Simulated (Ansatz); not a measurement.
**Pd (diamond type): a single-point run**

Wanted: a converged single-point run for Pd (diamond type), and a check of what comes out. The structure is shown as the input types it.

Program: Ansatz 0.2.0. Level of theory: DFT, r2SCAN, all-electron PAW with datasets made for the crystal, scalar-relativistic. These are calculated values, not measurements.

4 further runs of the same task are left out: 4 that didn't finish.

**1. The starting structure**

It takes space group Fd-3m (No. 227, cubic). The conventional cell has a = 5.357 Å, b = 5.357 Å, c = 5.357 Å, α = 90.00°, β = 90.00°, γ = 90.00°. Around Pd (site symmetry -43m) lie 4 Pd at 2.32 Å.

The input asks for a charge of +4 e on the cell.

As a file:

```cif
data_structure
_symmetry_space_group_name_H-M 'Fd-3m:1'
_symmetry_Int_Tables_number 227
_cell_length_a 5.3569
_cell_length_b 5.3569
_cell_length_c 5.3569
_cell_angle_alpha 90.000
_cell_angle_beta 90.000
_cell_angle_gamma 90.000
_cell_volume 153.72
loop_
_atom_site_label
_atom_site_type_symbol
_atom_site_symmetry_multiplicity
_atom_site_Wyckoff_symbol
_atom_site_fract_x
_atom_site_fract_y
_atom_site_fract_z
_atom_site_occupancy
Pd1 Pd 8 b 0.00000 0.50000 0.00000 1
```

**2. The calculation**

input.yaml

```yaml
crystal:
  lattice:
    - [0.0, 2.6784289448, 2.6784289448]
    - [2.6784289448, 0.0, 2.6784289448]
    - [2.6784289448, 2.6784289448, 0.0]
  atoms:
    - { symbol: Pd, position: [-0.125, -0.125, -0.125] }
    - { symbol: Pd, position: [0.125, 0.125, 0.125] }
kpoints:
  mp_grid: { grid: [10, 10, 10] }
scf:
  occupations: { method: fermi_dirac, width: 0.05 }
  max_iter: 80
hamiltonian:
  xc: r2scan
  pseudopotentials: { kind: all_electron, datasets: crystal }
output:
  forces: true
  stress: true
  eigenvalues: true
  efg: { contact_densities: true }
total_charge: 4
```

Run with:

```bash
$ ansatz run input.yaml --threads 1 --pin off --max-ram 2048MiB --backend cpu --events-out ev --progress --plain --runs-dir out
```

Q: Will this input give a usable result? If not, why, and what should change?

This run ends as converged, with warnings (crystal datasets made, gradients without spin orbit). It gives a pressure of -15 GPa, which is large.

The suspect setting: total_charge is 4. The net charge is not the one intended, so the run treats another number of electrons.

To check: delete total_charge (the default then holds).
